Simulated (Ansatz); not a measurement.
# CH3AlCl2: the cost of one run

All numbers are computed with Ansatz 0.2.0 through its Python package. Level of theory: Hartree-Fock/def2-SVP.

### Step 1. The structure

Bond lengths: Al1–C2 1.927 Å, C2–Cl3 1.758 Å, C2–Cl4 1.731 Å, Al1–H5 1.652 Å, Al1–H6 1.625 Å, C2–H7 1.134 Å. Angles: Al1–C2–Cl3 108.6°, Al1–C2–Cl4 111.8°, Al1–C2–H7 109.5°, Cl3–C2–Cl4 109.3°, Cl3–C2–H7 109.3°, Cl4–C2–H7 108.3°, C2–Al1–H5 120.6°, C2–Al1–H6 123.0°, H5–Al1–H6 116.3°.

No structure file is read: the coordinates are typed or built in the script.

### Step 2. Script

Input file scan_ch3alcl2.py:

```python
# -*- coding: utf-8 -*-
'''Stretching a bond of CH3AlCl2, the rest held rigid.'''

import ansatz as az
from ase import Atoms
import numpy as np

atoms = Atoms(['Al', 'C', 'Cl', 'Cl', 'H', 'H', 'H'], positions=[
    [-0.5412, 0.9235, -0.0269],
    [0.5408, -0.6709, -0.0631],
    [0.928, -1.123, 1.5911],
    [-0.2757, -1.9853, -0.8386],
    [-1.1098, 1.5871, -1.4293],
    [-0.9813, 1.6641, 1.3508],
    [1.5004, -0.4635, -0.6297],
])
molecule = az.Crystal.molecule_from_ase(atoms)

symbols = [site.symbol for site in molecule.cartesian_sites]
start = np.array([site.position_ang for site in molecule.cartesian_sites])
axis = (start[3] - start[1]) / np.linalg.norm(start[3] - start[1])
moving = [3]
lengths, energies = [1.47, 1.59, 1.73, 1.9, 2.16, 2.6, 3.12, 3.81], []
for length in lengths:
    xyz = start.copy()
    xyz[moving] += (length - np.linalg.norm(start[3] - start[1])) * axis
    point = az.Crystal.molecule()
    for symbol, place in zip(symbols, xyz):
        point = point.atom(symbol, place.tolist())
    base = (
        point.calculation()
        .basis(gaussian='def2-SVP')
        .functional('hf')
    )
    report = base.run(threads=1, backend='cpu').report
    energies.append(report['free_energy_ev'])
    print(f'r = {length:6.3f} A  E = {energies[-1]:.5f} eV  <S^2> = {abs(report["mean_field"]["state"]["spin_squared"]):.3f}')

print('energy above the lowest point (eV):', [round(e - min(energies), 3) for e in energies])
```

### Step 3. What the engine is handed

The package turns the script's settings into the engine's input (first run):

```yaml
crystal:
  periodic: [false, false, false]
  atoms:
    - { symbol: Al, position_ang: [-0.5412, 0.9235, -0.0269] }
    - { symbol: C, position_ang: [0.5408, -0.6709, -0.0631] }
    - { symbol: Cl, position_ang: [0.928, -1.123, 1.5911] }
    - { symbol: Cl, position_ang: [-0.15266240994918384, -1.787234343707541, -0.7217406600313436] }
    - { symbol: H, position_ang: [-1.1098, 1.5871, -1.4293] }
    - { symbol: H, position_ang: [-0.9813, 1.6641, 1.3508] }
    - { symbol: H, position_ang: [1.5004, -0.4635, -0.6297] }
basis:
  gaussian:
    orbitals: def2-SVP
hamiltonian:
  xc: hf
```

### Step 4. Launch

Started as:

```sh
$ python scan_ch3alcl2.py
```

Q: Estimate wall time and peak memory on 1 thread of Arm Neoverse V2, shared host.

About 6.4 s, with a peak of 0.21 GiB.
